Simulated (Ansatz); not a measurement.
# Al2Ga3As5: the cost of one run

Method: DFT PBE, scalar-relativistic, plane waves, PAW, in Ansatz 0.2.0.

### Step 1. Starting point

It takes space group I-4m2 (No. 119, tetragonal). Conventional cell: a = 3.878 Å, b = 3.878 Å, c = 27.423 Å, α = 90.00°, β = 90.00°, γ = 90.00°. Al (site symmetry 2mm) has 4 As at 2.37 Å in its first shell of neighbours. Around Ga (site symmetry 2mm) lie 4 As at 2.37 Å. Around Ga (site symmetry -4m2) lie 4 As at 2.37 Å. As (site symmetry 2mm) is surrounded by 2 Al at 2.37 Å and 2 Ga at 2.37 Å. Around As (site symmetry 2mm) lie 4 Ga at 2.37 Å. As (site symmetry -4m2) is surrounded by 4 Al at 2.37 Å.

Structure file:

```cif
data_structure
_symmetry_space_group_name_H-M 'P 1'
_symmetry_Int_Tables_number 1
_cell_length_a 13.9833
_cell_length_b 13.9833
_cell_length_c 13.9833
_cell_angle_alpha 164.058
_cell_angle_beta 164.058
_cell_angle_gamma 22.620
_cell_volume 206.24
loop_
_atom_site_label
_atom_site_type_symbol
_atom_site_fract_x
_atom_site_fract_y
_atom_site_fract_z
_atom_site_occupancy
Al1 Al 0.70000 0.70000 0.00000 1
Al2 Al 0.30000 0.30000 0.00000 1
Ga1 Ga 0.90000 0.90000 0.00000 1
Ga2 Ga 0.50000 0.50000 0.00000 1
Ga3 Ga 0.10000 0.10000 0.00000 1
As1 As 0.35000 0.85000 0.50000 1
As2 As 0.95000 0.45000 0.50000 1
As3 As 0.55000 0.05000 0.50000 1
As4 As 0.15000 0.65000 0.50000 1
As5 As 0.75000 0.25000 0.50000 1
```

The start is an ordering of an alloy on its end members' structure types: elements ordered on the sites of the GaAs type, Al/Ga on Ga (I-4m2, No. 119).

### Step 2. A first look at the guess

Input file input.yaml:

```yaml
crystal:
  lattice:
    - [-1.939134, 1.939134, 13.71174804]
    - [1.939134, -1.939134, 13.71174804]
    - [1.939134, 1.939134, -13.71174804]
  atoms:
    - { symbol: Al, position: [0.7, 0.7, 0.0] }
    - { symbol: Al, position: [0.3, 0.3, 0.0] }
    - { symbol: Ga, position: [0.9, 0.9, 0.0] }
    - { symbol: Ga, position: [0.5, 0.5, 0.0] }
    - { symbol: Ga, position: [0.1, 0.1, 0.0] }
    - { symbol: As, position: [0.35, 0.85, 0.5] }
    - { symbol: As, position: [0.95, 0.45, 0.5] }
    - { symbol: As, position: [0.55, 0.05, 0.5] }
    - { symbol: As, position: [0.15, 0.65, 0.5] }
    - { symbol: As, position: [0.75, 0.25, 0.5] }
basis:
  ecutwfc: 420
kpoints:
  mp_grid: { grid: [6, 6, 6] }
hamiltonian:
  xc: pbe
scf:
  occupations: { method: gaussian, width: 0.1 }
  lower_state_search: "off"
output:
  forces: true
  stress: true
  eigenvalues: true
```

Run with:

```bash
$ ansatz run input.yaml --threads 4 --pin off --max-ram 8192MiB --backend cpu --events-out ev --progress --plain --runs-dir out
```

Q: Estimate wall time and peak memory on 4 threads of Arm Neoverse V1, shared host.

About 15 s, with a peak of 0.74 GiB.
